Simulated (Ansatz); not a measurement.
# OsClBr: the cell at several levels of theory

The task here is to estimate one member of a computed series from the others.

Code: Ansatz 0.2.0. PAW datasets, plane waves, zero pressure. All values are calculated for a non-magnetic cell, which may be hypothetical.

## The system as given

The sheet's in-plane cell has a = 3.360 Å, b = 3.360 Å (γ = 120.0°), and its outermost atoms lie 3.28 Å apart along the normal. Near Os stand 3 Cl at 2.54 Å and 3 Br at 2.54 Å; near Cl stand 3 Os at 2.54 Å; near Br stand 3 Os at 2.54 Å.

Structure file:

```
Os Cl Br
1.0
     3.36002    0.00000    0.00000
    -1.68001    2.90986    0.00000
     0.00000    0.00000   18.00000
Os Cl Br
1 1 1
Direct
  0.33333 0.66667 0.50000
  0.66667 0.33333 0.59113
  0.66667 0.33333 0.40887
```
Two periodic directions, a and b.

The first run:

The input, input.yaml:

```yaml
crystal:
  lattice:
    - [3.36001614, 0.0, 0.0]
    - [-1.68000807, 2.9098593344, 0.0]
    - [0.0, 0.0, 18.0]
  atoms:
    - { symbol: Os, position: [0.3333333333, 0.6666666667, 0.5] }
    - { symbol: Cl, position: [0.6666666667, 0.3333333333, 0.5911290467] }
    - { symbol: Br, position: [0.6666666667, 0.3333333333, 0.4088709533] }
  periodic: [true, true, false]
kpoints:
  mp_grid: { grid: [12, 12, 1] }
hamiltonian:
  xc: pbe
scf:
  occupations: { method: fermi_dirac, width: 0.02 }
relax:
  f_tol: 0.005
  cell: {}
```

Launch:

```bash
> ansatz run input.yaml --threads 4 --pin off --max-ram 5529MiB --backend cpu --events-out ev --progress --plain --runs-dir out
```

Among the steps run: Relaxing with PBE; Relaxing with r2SCAN; PBEsol: cell and atoms; Relaxing with LDA; Relaxing with HSE06.

One of the session's tables, all rows but one given; the rest of the session is left out.

| level | a (Å) | area (Å²/atom) |
| --- | --- | --- |
| PBE | 3.561 | 3.661 |
| r2SCAN | 3.541 | 3.619 |
| PBEsol | 3.506 | 3.548 |
| LDA | 3.478 | 3.493 |
| HSE06 | ? | ? |

Q: Estimate the row for HSE06 from the others.

As computed: a (Å): 3.533; area (Å²/atom): 3.603. In the column «a (Å)» it lies between PBEsol (3.506) and r2SCAN (3.541).

In words: From the start to the first minimum the area moved by +12.3 %. The area runs from LDA (least) to PBE (most), a spread of 4.8 %, or 2.4 % in length if all axes shared it alike. The meshes differ: PBE 12×12×1, r2SCAN 12×12×1, PBEsol 12×12×1, LDA 12×12×1, HSE06 6×6×1.

Caveats from the session: Warnings in the runs' records: slab cell height set.
